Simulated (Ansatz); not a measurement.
**Alloy of Ga2O3 and Al2O3 (33 of 48 Ga sites exchanged), 120 atoms**

Wanted: the relaxed alloy cell and its gap (PBEsol and HSE06).

All numbers are computed with Ansatz 0.2.0 (PAW, plane waves).

### Step 1. Starting point

120 atoms (33 Al, 15 Ga, 72 O); a = 11.957 Å, b = 8.877 Å, c = 11.379 Å, α = 90.00°, β = 103.96°, γ = 90.00°. All atoms were shaken off their sites by about 0.02 Å along each axis.

The runs, in order: (2) PBEsol cell relaxation at the single k point (¼, ¼, ¼), on 1 × NVIDIA H100 80GB HBM3 with 4 threads of AMD EPYC 7R13; (3) HSE06 single point at the Γ point alone, on 1 × NVIDIA H100 80GB HBM3 with 4 threads of AMD EPYC 7R13.

### Step 2. PBEsol relaxation of the cell and the positions

in.yaml

```yaml
crystal:
  lattice:
    - [11.956654, 0.000000, -0.020358]
    - [0.000000, 8.876597, 0.000000]
    - [-2.725741, 0.000000, 11.047585]
  atoms:
    - { symbol: Al, position: [0.409136, 0.166751, 0.104417] }
    - { symbol: Al, position: [0.412430, 0.167550, 0.601827] }
    - { symbol: Al, position: [0.408966, 0.500601, 0.103798] }
    - { symbol: Al, position: [0.411167, 0.830508, 0.099502] }
    - { symbol: Al, position: [0.408679, 0.829654, 0.598804] }
    - { symbol: Al, position: [0.159586, 0.165968, 0.657696] }
    - { symbol: Al, position: [0.154629, 0.500187, 0.658718] }
    - { symbol: Al, position: [0.158230, 0.831573, 0.159900] }
    - { symbol: Al, position: [0.093414, 0.000354, 0.399519] }
    - { symbol: Al, position: [0.089776, 0.003041, 0.897550] }
    - { symbol: Al, position: [0.091065, 0.337954, 0.397427] }
    - { symbol: Al, position: [0.090100, 0.332407, 0.897121] }
    - { symbol: Al, position: [0.089398, 0.666280, 0.395786] }
    - { symbol: Al, position: [0.912457, 0.993137, 0.603446] }
    - { symbol: Al, position: [0.907022, 0.327736, 0.601636] }
    - { symbol: Al, position: [0.908391, 0.666297, 0.602477] }
    - { symbol: Al, position: [0.659821, 0.333483, 0.157751] }
    - { symbol: Al, position: [0.657868, 0.669143, 0.158208] }
    - { symbol: Al, position: [0.656754, 0.660882, 0.655944] }
    - { symbol: Al, position: [0.344331, 0.000382, 0.341988] }
    - { symbol: Al, position: [0.341590, 0.003777, 0.841080] }
    - { symbol: Al, position: [0.343657, 0.335214, 0.342951] }
    - { symbol: Al, position: [0.344776, 0.330328, 0.844973] }
    - { symbol: Al, position: [0.341420, 0.667424, 0.839629] }
    - { symbol: Al, position: [0.590098, 0.165603, 0.395547] }
    - { symbol: Al, position: [0.589773, 0.168529, 0.899488] }
    - { symbol: Al, position: [0.587948, 0.498146, 0.393947] }
    - { symbol: Al, position: [0.589047, 0.498443, 0.896969] }
    - { symbol: Al, position: [0.591872, 0.830112, 0.396555] }
    - { symbol: Al, position: [0.837729, 0.163873, 0.841410] }
    - { symbol: Al, position: [0.841978, 0.499998, 0.341178] }
    - { symbol: Al, position: [0.841271, 0.498127, 0.837032] }
    - { symbol: Al, position: [0.842392, 0.833487, 0.340716] }
    - { symbol: Ga, position: [0.404227, 0.498837, 0.602410] }
    - { symbol: Ga, position: [0.158126, 0.168718, 0.157487] }
    - { symbol: Ga, position: [0.159906, 0.499587, 0.157269] }
    - { symbol: Ga, position: [0.156985, 0.835164, 0.659083] }
    - { symbol: Ga, position: [0.088805, 0.670513, 0.897670] }
    - { symbol: Ga, position: [0.909396, 0.001237, 0.099465] }
    - { symbol: Ga, position: [0.910416, 0.336247, 0.103274] }
    - { symbol: Ga, position: [0.911761, 0.669998, 0.104367] }
    - { symbol: Ga, position: [0.657585, 0.996210, 0.157541] }
    - { symbol: Ga, position: [0.657223, 0.000793, 0.659351] }
    - { symbol: Ga, position: [0.657248, 0.332786, 0.656731] }
    - { symbol: Ga, position: [0.342356, 0.665172, 0.343123] }
    - { symbol: Ga, position: [0.590010, 0.829524, 0.900023] }
    - { symbol: Ga, position: [0.841798, 0.167384, 0.341953] }
    - { symbol: Ga, position: [0.842323, 0.831197, 0.838194] }
    - { symbol: O, position: [0.334878, 0.165502, 0.446737] }
    - { symbol: O, position: [0.338754, 0.168205, 0.943444] }
    - { symbol: O, position: [0.334621, 0.501216, 0.442759] }
    - { symbol: O, position: [0.334598, 0.500032, 0.947225] }
    - { symbol: O, position: [0.336314, 0.832831, 0.441942] }
    - { symbol: O, position: [0.336714, 0.834524, 0.947374] }
    - { symbol: O, position: [0.326268, 0.162775, 0.216052] }
    - { symbol: O, position: [0.327689, 0.166863, 0.718180] }
    - { symbol: O, position: [0.324812, 0.494064, 0.215731] }
    - { symbol: O, position: [0.328183, 0.503089, 0.716380] }
    - { symbol: O, position: [0.329000, 0.836330, 0.216989] }
    - { symbol: O, position: [0.325449, 0.834376, 0.718384] }
    - { symbol: O, position: [0.003100, 0.166690, 0.370444] }
    - { symbol: O, position: [0.004480, 0.169264, 0.873923] }
    - { symbol: O, position: [0.006301, 0.504990, 0.371016] }
    - { symbol: O, position: [0.003954, 0.499699, 0.870284] }
    - { symbol: O, position: [0.002462, 0.834055, 0.372762] }
    - { symbol: O, position: [0.004268, 0.833767, 0.870379] }
    - { symbol: O, position: [0.163391, 0.996966, 0.055252] }
    - { symbol: O, position: [0.164700, 0.002125, 0.555923] }
    - { symbol: O, position: [0.162550, 0.331873, 0.054530] }
    - { symbol: O, position: [0.162118, 0.331461, 0.556278] }
    - { symbol: O, position: [0.163556, 0.665997, 0.054315] }
    - { symbol: O, position: [0.163281, 0.667651, 0.551498] }
    - { symbol: O, position: [0.835413, 0.002813, 0.442797] }
    - { symbol: O, position: [0.837109, 0.997635, 0.945796] }
    - { symbol: O, position: [0.837615, 0.335016, 0.446664] }
    - { symbol: O, position: [0.835832, 0.336469, 0.948039] }
    - { symbol: O, position: [0.837644, 0.668670, 0.444580] }
    - { symbol: O, position: [0.835141, 0.667023, 0.943902] }
    - { symbol: O, position: [0.171634, 0.999998, 0.280556] }
    - { symbol: O, position: [0.175753, 0.000548, 0.784021] }
    - { symbol: O, position: [0.171652, 0.336069, 0.282389] }
    - { symbol: O, position: [0.173558, 0.332189, 0.782595] }
    - { symbol: O, position: [0.172610, 0.666613, 0.282008] }
    - { symbol: O, position: [0.171940, 0.665378, 0.782595] }
    - { symbol: O, position: [0.828693, 0.999487, 0.216779] }
    - { symbol: O, position: [0.828551, 0.999222, 0.718150] }
    - { symbol: O, position: [0.826094, 0.331560, 0.217491] }
    - { symbol: O, position: [0.828201, 0.333487, 0.720752] }
    - { symbol: O, position: [0.826464, 0.664578, 0.221082] }
    - { symbol: O, position: [0.830598, 0.665510, 0.716796] }
    - { symbol: O, position: [0.495774, 0.995140, 0.126874] }
    - { symbol: O, position: [0.496420, 0.998293, 0.629927] }
    - { symbol: O, position: [0.495885, 0.330690, 0.129335] }
    - { symbol: O, position: [0.496665, 0.334484, 0.629313] }
    - { symbol: O, position: [0.496913, 0.667740, 0.128845] }
    - { symbol: O, position: [0.493719, 0.667224, 0.627514] }
    - { symbol: O, position: [0.501687, 0.997632, 0.371894] }
    - { symbol: O, position: [0.505189, 0.001933, 0.871717] }
    - { symbol: O, position: [0.504606, 0.335873, 0.371972] }
    - { symbol: O, position: [0.503593, 0.334288, 0.869776] }
    - { symbol: O, position: [0.504292, 0.669149, 0.373797] }
    - { symbol: O, position: [0.504783, 0.670512, 0.872796] }
    - { symbol: O, position: [0.661702, 0.168215, 0.055690] }
    - { symbol: O, position: [0.661697, 0.166813, 0.557224] }
    - { symbol: O, position: [0.662770, 0.501822, 0.054361] }
    - { symbol: O, position: [0.663973, 0.494386, 0.554182] }
    - { symbol: O, position: [0.664841, 0.834453, 0.056272] }
    - { symbol: O, position: [0.663677, 0.832485, 0.554733] }
    - { symbol: O, position: [0.672045, 0.167485, 0.283323] }
    - { symbol: O, position: [0.674855, 0.168121, 0.781564] }
    - { symbol: O, position: [0.673626, 0.497874, 0.280600] }
    - { symbol: O, position: [0.673290, 0.500281, 0.783828] }
    - { symbol: O, position: [0.674495, 0.831890, 0.282708] }
    - { symbol: O, position: [0.674152, 0.832013, 0.783627] }
    - { symbol: O, position: [0.995797, 0.162103, 0.128826] }
    - { symbol: O, position: [0.997833, 0.167777, 0.628122] }
    - { symbol: O, position: [0.994165, 0.499814, 0.129909] }
    - { symbol: O, position: [0.995791, 0.498826, 0.626473] }
    - { symbol: O, position: [0.993226, 0.830957, 0.130976] }
    - { symbol: O, position: [0.995269, 0.832451, 0.626009] }
  symmetry: { detect: false }
kpoints:
  mp_grid: { grid: [1, 1, 1], shift: [0.25, 0.25, 0.25] }
hamiltonian:
  xc: pbesol
scf:
  occupations: { method: fermi_dirac, width: 0.01 }
relax:
  f_tol: 0.03
  max_steps: 80
  escape_saddle: false
  adjacent_minimum: "off"
  cell: { fix: [alpha, beta, gamma] }
output:
  forces: true
  eigenvalues: true
  populations: true
  write_density: true
  write_potential: true
  elf: true
  volumetric_format: npy
```

On the command line:

```
> ansatz run in.yaml --threads 4 --pin off --max-ram 42750MiB --runs-dir r --events-out ev --progress --plain --backend cuda --devices 0, --max-vram 37GiB
```

The runs that follow: HSE06 single point.

Before running it: what results should come out? Wanted: for each run, top filled to lowest empty.

The runs gave:

```
             level        time   k points  top filled to lowest empty (eV)
PBEsol, relaxation  14 s (GPU)  (¼, ¼, ¼)                             4.32
             HSE06  57 s (GPU)          Γ                             5.52
```

```
     quantity                                                                         value
   relaxation                                              6 recorded steps, 3.55 eV gained
largest shift                                                0.12 Å (O104 and others alike)
 relaxed cell  a = 11.966 Å, b = 8.884 Å, c = 11.379 Å, α = 90.00°, β = 103.96°, γ = 90.00°
   mean bonds                                                      Al–O 1.863, Ga–O 1.946 Å
```

**In words.** The relaxation lowers the energy by 3.55 eV; the largest shift is 0.12 Å (O104 and others alike), while the volume changes by +0.2 %. The mean lengths of the listed bonds run from Al–O 1.86 Å to Ga–O 1.95 Å. The relaxation ran on other k points, so part of any difference from the later rows can come from the mesh. With one k point the spacing samples only the states that fold onto it, so it can exceed the gap over the zone.
